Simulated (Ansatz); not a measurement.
# CH5InSe: rigid scan of one bond length, by script

How does the energy of CH5InSe change as one bond is stretched? The task is a rigid scan of one bond length, for CH5InSe. SMILES: [CH3][InH][SeH].

Computed with Ansatz 0.2.0 through its Python package. Level of theory: PBE/def2-SVP.

## (1) The system

Bond lengths: C1–In2 2.225 Å, In2–Se3 2.529 Å, C1–H4 1.087 Å, C1–H5 1.089 Å, C1–H6 1.089 Å, In2–H7 1.743 Å, Se3–H8 1.442 Å. Angles: C1–In2–Se3 116.8°, C1–In2–H7 127.5°, Se3–In2–H7 115.7°, In2–C1–H4 111.5°, In2–C1–H5 107.7°, In2–C1–H6 108.5°, H4–C1–H5 110.0°, H4–C1–H6 109.9°, H5–C1–H6 109.3°, In2–Se3–H8 89.6°.

The script holds or builds the structure itself.

## (2) The code

Contents of ch5inse.py:

```python
import ansatz as az
import matplotlib.pyplot as plt
import numpy as np

config = {
    "basis": "def2-SVP",
    "xc": "pbe",
}

mol = (
    az.Crystal.molecule()
    .atom("C", (-1.32252, -0.01899, -0.05771))
    .atom("In", (0.7276, 0.76843, 0.30069))
    .atom("Se", (2.65201, -0.79483, -0.19721))
    .atom("H", (-2.06561, 0.77327, -0.01833))
    .atom("H", (-1.33051, -0.48857, -1.04069))
    .atom("H", (-1.54113, -0.76971, 0.7009))
    .atom("H", (1.1706, 2.34803, 0.89001))
    .atom("H", (1.70956, -1.81763, -0.57767))
)

symbols = [site.symbol for site in mol.cartesian_sites]
start = np.array([site.position_ang for site in mol.cartesian_sites])
axis = (start[1] - start[0]) / np.linalg.norm(start[1] - start[0])
moving = [1, 2, 6, 7]
lengths, energies = [1.958, 2.047, 2.136, 2.225, 2.314, 2.403, 2.492, 2.626], []
for length in lengths:
    xyz = start.copy()
    xyz[moving] += (length - np.linalg.norm(start[1] - start[0])) * axis
    point = az.Crystal.molecule()
    for symbol, place in zip(symbols, xyz):
        point = point.atom(symbol, place.tolist())
    setup = (
        point.calculation()
        .basis(gaussian=config["basis"])
        .functional(config["xc"])
    )
    report = setup.run(threads=1).report
    energies.append(report["free_energy_ev"])
    print(f"r = {length:6.3f} A  E = {energies[-1]:.5f} eV  <S^2> = {abs(report['mean_field']['state']['spin_squared']):.3f}")

fit = np.polynomial.Polynomial.fit(lengths, np.array(energies) - min(energies), 4).convert()
roots = [r.real for r in fit.deriv().roots() if abs(r.imag) < 1e-9 and fit.deriv(2)(r.real) > 0]
r_e = min(roots, key=lambda r: abs(r - lengths[int(np.argmin(energies))]))
print(f"minimum of the fit at {r_e:.4f} A, force constant {fit.deriv(2)(r_e):.2f} eV/A^2")
plt.figure(figsize=(4.5, 3))
plt.plot(lengths, np.array(energies) - min(energies), "o-")
plt.xlabel("bond length (A)")
plt.ylabel("E - E(min) (eV)")
plt.tight_layout()
plt.savefig("scan.png", dpi=100)
```

## (3) The input behind the calls

The package turns the script's settings into the engine's input (first run):

```yaml
crystal:
  periodic: [false, false, false]
  atoms:
    - { symbol: C, position_ang: [-1.32252, -0.01899, -0.05771] }
    - { symbol: In, position_ang: [0.48143113668892284, 0.6738802729847968, 0.2576549968730172] }
    - { symbol: Se, position_ang: [2.405841136688923, -0.8893797270152033, -0.24024500312698283] }
    - { symbol: H, position_ang: [-2.06561, 0.77327, -0.01833] }
    - { symbol: H, position_ang: [-1.33051, -0.48857, -1.04069] }
    - { symbol: H, position_ang: [-1.54113, -0.76971, 0.7009] }
    - { symbol: H, position_ang: [0.9244311366889228, 2.2534802729847967, 0.8469749968730171] }
    - { symbol: H, position_ang: [1.4633911366889227, -1.9121797270152032, -0.6207050031269828] }
basis:
  gaussian:
    orbitals: def2-SVP
hamiltonian:
  xc: pbe
```

## (4) The run

Launch:

```bash
$ python ch5inse.py
```

Log:

```text
r =  1.958 A  E = -71621.76284 eV  <S^2> = 0.000
r =  2.047 A  E = -71622.02812 eV  <S^2> = 0.000
r =  2.136 A  E = -71622.13936 eV  <S^2> = 0.000
r =  2.225 A  E = -71622.14285 eV  <S^2> = 0.000
r =  2.314 A  E = -71622.07194 eV  <S^2> = 0.000
r =  2.403 A  E = -71621.95070 eV  <S^2> = 0.000
r =  2.492 A  E = -71621.79647 eV  <S^2> = 0.000
r =  2.626 A  E = -71621.52865 eV  <S^2> = 0.000
minimum of the fit at 2.1825 A, force constant 11.37 eV/A^2
```

Run time: 20 s. Hardware: 1 thread of Arm Neoverse V2, shared host; peak memory 0.24 GiB.

## (5) Inputs of later runs

The engine's inputs for some of the other runs:

Run 3, against run 1:

```diff
@@ -5,2 +5,2 @@
-    - { symbol: In, position_ang: [0.48143113668892284, 0.6738802729847968, 0.2576549968730172] }
-    - { symbol: Se, position_ang: [2.405841136688923, -0.8893797270152033, -0.24024500312698283] }
+    - { symbol: In, position_ang: [0.6454266945697341, 0.7368684796197783, 0.2863245420432915] }
+    - { symbol: Se, position_ang: [2.569836694569734, -0.8263915203802217, -0.21157545795670854] }
@@ -10,2 +10,2 @@
-    - { symbol: H, position_ang: [0.9244311366889228, 2.2534802729847967, 0.8469749968730171] }
-    - { symbol: H, position_ang: [1.4633911366889227, -1.9121797270152032, -0.6207050031269828] }
+    - { symbol: H, position_ang: [1.0884266945697343, 2.3164684796197785, 0.8756445420432915] }
+    - { symbol: H, position_ang: [1.6273866945697342, -1.8491915203802216, -0.5920354579567085] }
```

Run 4, against run 1:

```diff
@@ -5,2 +5,2 @@
-    - { symbol: In, position_ang: [0.48143113668892284, 0.6738802729847968, 0.2576549968730172] }
-    - { symbol: Se, position_ang: [2.405841136688923, -0.8893797270152033, -0.24024500312698283] }
+    - { symbol: In, position_ang: [0.7274244735101397, 0.7683625829372691, 0.3006593146284286] }
+    - { symbol: Se, position_ang: [2.65183447351014, -0.7948974170627309, -0.19724068537157138] }
@@ -10,2 +10,2 @@
-    - { symbol: H, position_ang: [0.9244311366889228, 2.2534802729847967, 0.8469749968730171] }
-    - { symbol: H, position_ang: [1.4633911366889227, -1.9121797270152032, -0.6207050031269828] }
+    - { symbol: H, position_ang: [1.1704244735101397, 2.347962582937269, 0.8899793146284286] }
+    - { symbol: H, position_ang: [1.7093844735101396, -1.817697417062731, -0.5777006853715714] }
```

Run 7, against run 1:

```diff
@@ -5,2 +5,2 @@
-    - { symbol: In, position_ang: [0.48143113668892284, 0.6738802729847968, 0.2576549968730172] }
-    - { symbol: Se, position_ang: [2.405841136688923, -0.8893797270152033, -0.24024500312698283] }
+    - { symbol: In, position_ang: [0.9734178103313563, 0.8628448928897413, 0.34366363238384] }
+    - { symbol: Se, position_ang: [2.8978278103313566, -0.7004151071102587, -0.15423636761615997] }
@@ -10,2 +10,2 @@
-    - { symbol: H, position_ang: [0.9244311366889228, 2.2534802729847967, 0.8469749968730171] }
-    - { symbol: H, position_ang: [1.4633911366889227, -1.9121797270152032, -0.6207050031269828] }
+    - { symbol: H, position_ang: [1.4164178103313563, 2.4424448928897413, 0.93298363238384] }
+    - { symbol: H, position_ang: [1.9553778103313562, -1.7232151071102588, -0.53469636761616] }
```

## (6) The engine's runs

One row for each of the 8 runs:

```tsv
run	distance (Å)	energy from run 4 (eV)	SCF cycles	CPU time (s)
1	1.96	0.3800	18	2.4
2	2.05	0.1147	18	2.4
3	2.14	0.0035	18	2.4
4	2.23	0.0000	18	2.4
5	2.31	0.0709	18	2.4
6	2.40	0.1921	17	2.2
7	2.49	0.3464	17	2.2
8	2.63	0.6142	17	2.1
```

## (7) Results

| quantity | value |
| --- | --- |
| bond length at the fit's minimum | 2.1825 Å |
| runs compared | 8 |
| range of energy | 0.614 eV |
| lowest point, distance (Å) | 2.23 |

What this shows: The lowest point, at 2.23, lies inside the range. The ends stand 0.38 and 0.614 eV above it. The distance scanned is the script's pair 0, 1. Notes:
- The rest of the molecule is held rigid at a force-field or estimated start geometry, and the basis set is modest; single-reference methods fail as a bond breaks.
- def2 sets replace the cores of elements past krypton by effective core potentials.
- The orbitals are restricted, so S² is zero by construction.
